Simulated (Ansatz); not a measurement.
# ClH4O2ScSi: the cost of one run

Program: Ansatz 0.2.0, Gaussian basis. Level of theory: the settings change from run to run. These are calculated values, not measurements.

## 1. The relaxed structure

The structure was relaxed beforehand with PBE0-D4 in a triple-zeta def2 set.

SMILES `[OH][Sc]([Cl])[O][SiH3]`, 9 atoms, charge 0, spin multiplicity 1.

Atoms are counted from 1 here; the program's logs count them from 0.

Bond lengths: O1–Sc2 1.843 Å, O1–H6 0.953 Å, Sc2–Cl3 2.317 Å, Sc2–O4 1.875 Å, O4–Si5 1.633 Å, Si5–H7 1.488 Å, Si5–H8 1.487 Å, Si5–H9 1.488 Å. Angles: Sc2–O1–H6 174.9°, O1–Sc2–Cl3 121.5°, O1–Sc2–O4 119.1°, Cl3–Sc2–O4 119.5°, Sc2–O4–Si5 177.4°, O4–Si5–H7 110.1°, O4–Si5–H8 110.5°, O4–Si5–H9 110.1°, H7–Si5–H8 108.7°, H7–Si5–H9 108.7°, H8–Si5–H9 108.8°.

## 2. wB97X/def2-TZVPD

Options: atoms shaken by 0.15 Å, high accuracy.

in.yaml reads:

```yaml
crystal:
  periodic: [false, false, false]
  atoms:
    - {symbol: O, position_ang: [2.323693, 1.551722, 0.888650]}
    - {symbol: Sc, position_ang: [1.726091, 0.067561, 0.469590]}
    - {symbol: Cl, position_ang: [2.877512, -2.014148, 0.592222]}
    - {symbol: O, position_ang: [-0.175831, -0.190730, 0.053917]}
    - {symbol: Si, position_ang: [-1.762410, -0.314702, -0.909744]}
    - {symbol: H, position_ang: [2.324811, 2.714450, 1.070774]}
    - {symbol: H, position_ang: [-2.103091, 0.126030, -1.644870]}
    - {symbol: H, position_ang: [-2.104128, -1.601153, -0.928123]}
    - {symbol: H, position_ang: [-2.474657, -0.031470, 0.592930]}
basis:
  gaussian: {orbitals: def2-TZVPD}
hamiltonian: {xc: {name: wB97X}}
accuracy: high
output: {forces: true}
```

Command:

```bash
> ansatz run in.yaml --threads 4 --pin off --events-out ev --progress --plain --max-ram 10444MiB
```

What time and memory should one allow on 4 threads of AMD EPYC 9R45, shared host?

About 20 s, with a peak of 2.6 GiB.
